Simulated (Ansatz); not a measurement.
# CH6O2Si2: ladder of methods at one geometry, by script

How do the methods compare on CH6O2Si2, in result and in cost? Aim: a ladder of methods at one geometry, for CH6O2Si2, run from a script.

Program: the Python package of Ansatz 0.2.0. The levels of theory stand in the script. These are calculated values, not measurements.

## (1) The system

Bond lengths: C1–O2 1.494 Å, O2–Si3 1.703 Å, Si3–O4 1.758 Å, C1–Si5 1.893 Å, O4–Si5 1.635 Å, C1–H6 1.064 Å, C1–H7 1.138 Å, Si3–H8 1.473 Å, Si3–H9 1.424 Å, Si5–H10 1.446 Å, Si5–H11 1.486 Å. Angles (14 of 20 angles, heavy atoms first): C1–O2–Si3 113.1°, O2–C1–Si5 112.5°, O2–Si3–O4 100.7°, Si3–O4–Si5 117.0°, C1–Si5–O4 96.5°, O2–C1–H6 107.6°, O2–C1–H7 104.4°, Si5–C1–H6 115.5°, Si5–C1–H7 110.0°, O2–Si3–H8 107.6°, O2–Si3–H9 110.1°, O4–Si3–H8 108.0°, O4–Si3–H9 114.0°, C1–Si5–H10 113.2°.

The script holds or builds the structure itself.

## (2) The script

run_methods.py reads:

```python
# -*- coding: utf-8 -*-
from pathlib import Path

import ansatz
import numpy as np

geometry = (
    ansatz.Crystal.molecule()
    .atom("C", (0.657, 1.0317, 0.1731))
    .atom("O", (-0.6801, 0.9831, 0.8385))
    .atom("Si", (-1.5033, -0.4844, 0.5772))
    .atom("O", (-0.3338, -1.3415, -0.417))
    .atom("Si", (1.0201, -0.5269, -0.8385))
    .atom("H", (1.378, 1.2737, 0.9175))
    .atom("H", (0.5992, 1.9372, -0.5138))
    .atom("H", (-1.5947, -1.1791, 1.8726))
    .atom("H", (-2.7474, -0.2396, -0.072))
    .atom("H", (1.0778, -0.2817, -2.2619))
    .atom("H", (2.1925, -1.2297, -0.2551))
)

base = geometry.calculation().basis(gaussian="cc-pVDZ")

print("functional    E (Ha)        dipole (D)   HOMO (eV)  LUMO (eV)")
for name in ["pbe0", "b3lyp", "cam_b3lyp", "revpbe"]:
    rep = base.functional(name).forces().orbitals().run(threads=1, runs_dir="runs").report
    lines = Path(rep["orbitals_path"]).read_text().splitlines()
    field_of = lambda key: [line.split("=")[1].strip() for line in lines if line.startswith(key)]
    orbitals = [(27.211386 * float(e), s, float(n)) for e, s, n in zip(field_of("Ene="), field_of("Spin="), field_of("Occup="))]
    homo = max(e for e, _, n in orbitals if n > 0.5)
    lumo = min(e for e, _, n in orbitals if n < 0.5)
    dipole = 4.803205 * np.linalg.norm(rep["charge_distribution"]["dipole_moment_e_ang"])
    print(f"{name:10s} {rep['free_energy_ev'] / 27.211386246:14.6f} {dipole:9.3f} {homo:11.3f} {lumo:10.3f}")
```

## (3) The run

Command:

```bash
> python run_methods.py
```

Output:

```text
functional    E (Ha)        dipole (D)   HOMO (eV)  LUMO (eV)
pbe0          -770.768502     0.762      -7.819      0.267
b3lyp         -771.261676     0.752      -7.522      0.085
cam_b3lyp     -771.159865     0.799      -9.194      1.383
revpbe        -771.030705     0.674      -6.183     -0.533
```

It took 26 s on 1 thread of Intel Xeon Platinum 8375C at 2.90GHz (Ice Lake), shared host; peak memory 0.35 GiB.

Lines on the test bed's own set-up are left out of the output.

A comment line of the script is reworded here; the code is as run.

## (4) The runs side by side

One row for each of the 4 runs:

| run | functional | energy (eV) | SCF cycles | CPU time (s) |
| --- | --- | --- | --- | --- |
| 1 | pbe0 | -20973.6794 | 17 | 7.5 |
| 2 | b3lyp | -20987.0994 | 17 | 5.2 |
| 3 | cam_b3lyp | -20984.3290 | 17 | 8.6 |
| 4 | revpbe | -20980.8143 | 17 | 4.1 |

Totals hang on method, basis and potentials, so only like runs compare.

The fields below are those of run 1.

## (5) Orbitals and fields

The fields below are evaluated on a grid from the run's orbitals.

Frontier orbitals at PBE0/cc-pVDZ, with the share of their density that lies nearest to each atom:

| orbital | energy (eV) | lies on |
| --- | --- | --- |
| HOMO | -7.82 | O2 59 %; H7 11 %; H8 9 % |
| LUMO | 0.27 | Si5 22 %; H10, H11 about 16 % each; O4 14 % |

ELF in a plane through or near 5 of the atoms.

Ten even steps from ' ' (0.00) to '@' (0.95):
```
                                                        
                                                        
                                                        
                              ......                    
                    ......  ..++**++::                  
                  ..++++==..--%%@@%%==::                
                ..--****==++######%%++::                
                  ::==--==**%%--..##==::                
                ..==##==++**++##%%##--......            
                --**@@@@@@==..--==::++..::--..          
                ::::..--==::..--..****++::==::          
            ..::::..####::**####**..--..--==..          
            ..----..**==::%%****%%++....::::            
            ..::==--  ..==%%==**%%**::                  
              ..::--..::==##%%@@%%++..                  
                ....    ::++####**--                    
                          ..------..                    
                                                        
                                                        
                                                        
```
The map spans 10.1 Å across and 8.3 Å up, centred on the molecule. Atoms in the plane (x, y in Å): C1 (-0.7, 1.0), O2 (0.8, 1.2), Si3 (1.7, -0.2), O4 (0.4, -1.4), Si5 (-1.2, -0.8).

On the surface of density 0.002 e/bohr³ the electrostatic potential runs, from the 1st to the 99th percentile, from -1.33 V near O2 to 1.70 V near Si5.

## (6) Outcome

| quantity | value |
| --- | --- |
| runs compared | 4 |
| HOMO-LUMO gap of the mean field (PBE0/cc-pVDZ) | 8.09 eV |

What this shows: All 4 runs converged. The geometry is a force-field or estimated start, not a minimum of this method, and the basis set is short of its limit. A lower total doesn't mark the better method: functionals have no common bound, and MP2 and coupled cluster aren't variational. b3lyp holds the VWN-RPA fit, as in Gaussian; the form of ORCA and Turbomole is b3lyp5. Levels such as HOMO and LUMO are orbital energies: with these approximate functionals they aren't the ionisation energy and electron affinity, and their gap isn't the fundamental gap. For Al to Cl the sets with a tight d function, cc-pV(X+d)Z, are usual.
